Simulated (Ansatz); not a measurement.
# C: the cost of one run

Computed with Ansatz 0.2.0 (DFT HSE06, scalar-relativistic, plane waves, PAW, unless a step's input says otherwise).

## 1. The structure to begin with

It takes space group Fd-3m (No. 227, cubic). Conventional cell: a = 3.567 Å, b = 3.567 Å, c = 3.567 Å, α = 90.00°, β = 90.00°, γ = 90.00°. C (site symmetry -43m) has 4 C at 1.54 Å as nearest neighbours.

As a file:

```
CELL_PARAMETERS angstrom
0.00000 1.78350 1.78350
1.78350 0.00000 1.78350
1.78350 1.78350 0.00000
ATOMIC_POSITIONS crystal
C 0.00000 0.00000 0.00000
C 0.25000 0.25000 0.25000
```

## 2. Relaxing cell and atoms: C, no spin

Input file input.yaml:

```yaml
crystal:
  lattice:
    - [0.0, 1.7835, 1.7835]
    - [1.7835, 0.0, 1.7835]
    - [1.7835, 1.7835, 0.0]
  atoms:
    - { symbol: C, position: [0.0, 0.0, 0.0] }
    - { symbol: C, position: [0.25, 0.25, 0.25] }
scf:
  occupations: { method: fixed }
output:
  forces: true
  stress: true
  eigenvalues: true
hamiltonian:
  xc: hse06
kpoints:
  mp_grid: { grid: [6, 6, 6] }
relax:
  f_tol: 0.002
  cell: { stress_tol: 0.02 }
```

The run is started by

```bash
> ansatz run input.yaml --threads 8 --pin off --max-ram 24576MiB --backend cpu --events-out ev --progress --plain --runs-dir out
```

**Question.** How long does this run take on 8 threads of Intel Xeon Platinum 8488C (Sapphire Rapids), shared host, and how much memory does it need?

About 8 s, with a peak of 0.48 GiB.
